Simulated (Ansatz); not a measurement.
**CHBGa+ (quintet): wave-function methods side by side, cc-pVDZ**

The task here is to estimate one member of a computed series from the others.

Program: Ansatz 0.2.0, Gaussian basis. Level of theory: cc-pVDZ, core rule «outside noble gas», up to 16 orbitals frozen. These are calculated values, not measurements.

The runs, in order: UHF; CCSD(T) on ROHF; CCSD(T) on UHF; BCCD(T) on ROHF; CISD; CCSDT(Q) on ROHF; CCSDT(Q) on UHF.

25 further runs of the same task are left out: 2 for a known fault of the program, 13 that didn't finish, 10 set aside as unsound or not needed.

## The system

The geometry is a PBE0/def2-TZVP stationary point (not a proven minimum) of the parent state, kept for this charge and spin. No spin-orbit coupling is included. The filled d shell of Ga may be among the frozen orbitals whatever the setting's name suggests; the logs give the count.

4 atoms, charge 1, spin multiplicity 5.

Atoms are counted from 1 here; the program's logs count them from 0.

Bond lengths: B1–C2 1.411 Å, B1–Ga3 2.288 Å, C2–Ga3 1.922 Å, C2–H4 1.081 Å. Angles: C2–B1–Ga3 56.9°, B1–C2–Ga3 85.2°, B1–C2–H4 145.5°, Ga3–C2–H4 129.3°, B1–Ga3–C2 37.9°.

Geometry (Å):

```
B     0.0000   -0.8423    1.6139
C     0.0000    0.5427    1.3415
Ga    0.0000    0.0149   -0.5069
H     0.0000    1.5346    1.7700
```

The first run:

The input, in.yaml:

```yaml
crystal:
  periodic: [false, false, false]
  atoms:
    - {symbol: B, position_ang: [0.000000, -0.842273, 1.613915]}
    - {symbol: C, position_ang: [0.000000, 0.542660, 1.341522]}
    - {symbol: Ga, position_ang: [0.000000, 0.014935, -0.506930]}
    - {symbol: H, position_ang: [0.000000, 1.534624, 1.769961]}
basis:
  gaussian: {orbitals: cc-pVDZ}
total_charge: 1
magnetization: {spin_polarized: true, initial_magnetization: 4}
hamiltonian: {xc: hf}
output: {orbitals: {seedname: orbitals}}
```

The run is started by

```bash
$ ansatz run in.yaml --threads 1 --pin off --events-out ev --progress --plain --max-ram 2393MiB
```

Steps of the session up to this table: UHF; CCSD(T) on ROHF; CCSD(T) on UHF; BCCD(T) on ROHF; CISD; CCSDT(Q) on ROHF; CCSDT(Q) on UHF.

One of the session's tables, all rows but one given; the rest of the session is left out.

It belongs to the step «Misses and costs». 

```
   method  from UCCSDT(Q) (meV)
     ROHF               +5691.7
      UHF               +5533.0
     RMP2                +990.7
     UMP2               +1004.6
    RCCSD                     ?
    UCCSD                +248.0
 RCCSD(T)                 +63.0
 UCCSD(T)                 +48.5
  BCCD(T)                 +63.6
   RCCSDT                 +30.1
   UCCSDT                 +14.5
RCCSDT(Q)                 +15.7
UCCSDT(Q)                     0
```

Estimate the missing values for RCCSD.

As computed: from UCCSDT(Q) (meV): +270.2. In the column «from UCCSDT(Q) (meV)» it lies between UCCSD (+248.0) and RMP2 (+990.7).

Not comparable, so not listed: CISD (they don't share determinant, frozen orbitals or solution with the rows shown, or repeat one).

Caveats from the session: Restricted and unrestricted rows rest on different reference determinants; where their highest levels disagree by more than a few hundredths of an eV, they describe different states and don't form one ladder.
